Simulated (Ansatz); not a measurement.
**GeN− (quintet): from Hartree-Fock to the top rungs, aug-cc-pVTZ**

Aim: climb from Hartree-Fock through coupled cluster and multireference methods for GeN− (quintet) at one geometry and basis, and see what each rung misses.

Computed with Ansatz 0.2.0, Gaussian basis. Level: aug-cc-pVTZ, core rule «outside noble gas», up to 15 orbitals frozen.

The runs, in order: UHF; CCSD(T) on ROHF; CCSD(T) on UHF; BCCD(T) on ROHF; CCSDT(Q) on ROHF; CCSDT(Q) on UHF; CASSCF and MRCISD+Q, 10 electrons in 8 orbitals; CASSCF and NEVPT2, 10 electrons in 8 orbitals.

6 further runs of the same task are left out: 6 set aside as unsound or not needed.

### 1 What is computed

The geometry is a PBE0/def2-TZVPD stationary point (not a proven minimum) of the parent state, kept for this charge and spin. No spin-orbit coupling is included. The filled d shell of Ge may be among the frozen orbitals whatever the setting's name suggests; the logs give the count.

2 atoms, charge -1, spin multiplicity 5.

Atoms are counted from 1 here; the program's logs count them from 0.

Bond lengths: Ge1–N2 1.821 Å.

### 2 UHF

Contents of in.yaml:

```yaml
crystal:
  periodic: [false, false, false]
  atoms:
    - {symbol: Ge, position_ang: [0.000000, 0.000000, 0.000000]}
    - {symbol: N, position_ang: [0.000000, 0.000000, 1.821500]}
basis:
  gaussian: {orbitals: aug-cc-pVTZ}
total_charge: -1
magnetization: {spin_polarized: true, initial_magnetization: 4}
hamiltonian: {xc: hf}
output: {orbitals: {seedname: orbitals}}
```

Command:

```bash
$ ansatz run in.yaml --threads 1 --pin off --events-out ev --progress --plain --max-ram 4096MiB --backend cpu
```

The runs that follow: CCSD(T) on ROHF; CCSD(T) on UHF; BCCD(T) on ROHF; CCSDT(Q) on ROHF; CCSDT(Q) on UHF; CASSCF and MRCISD+Q, 10 electrons in 8 orbitals; CASSCF and NEVPT2, 10 electrons in 8 orbitals.

Q: Predict the results of all the runs planned. Wanted: UCCSDT(Q) below the RHF energy; RMP2 from UCCSDT(Q); UMP2 from UCCSDT(Q); RCCSD from UCCSDT(Q); RCCSD(T) from UCCSDT(Q); UCCSD(T) from UCCSDT(Q); RCCSDT(Q) from UCCSDT(Q); NEVPT2 valence from UCCSDT(Q); MRCISD+Q valence from UCCSDT(Q).

As calculated:

| quantity | value |
| --- | --- |
| UCCSDT(Q) below the RHF energy | -6.9583 eV |
| RMP2 from UCCSDT(Q) | +1063.9 meV |
| UMP2 from UCCSDT(Q) | +1113.9 meV |
| RCCSD from UCCSDT(Q) | +318.0 meV |
| RCCSD(T) from UCCSDT(Q) | +58.0 meV |
| UCCSD(T) from UCCSDT(Q) | +51.9 meV |
| RCCSDT(Q) from UCCSDT(Q) | +9.2 meV |
| NEVPT2 valence from UCCSDT(Q) | +1301.2 meV |
| MRCISD+Q valence from UCCSDT(Q) | +137.3 meV |
| levels within 1 kcal/mol (43 meV) | RCCSDT, UCCSDT, RCCSDT(Q) |
| T1 diagnostic | 0.024 |
| effectively unpaired electrons | 4.01 |

What this shows: RCCSD(T) misses by +58.0 meV, 0.8 % of the correlation energy. One determinant dominates. Of the multireference levels listed MRCISD+Q valence comes nearest in total energy (+137.3 meV), which doesn't show that its space is the better one. These misses are within one basis, not against nature; the frozen cores of restricted and unrestricted runs differ, which can shift their rows.
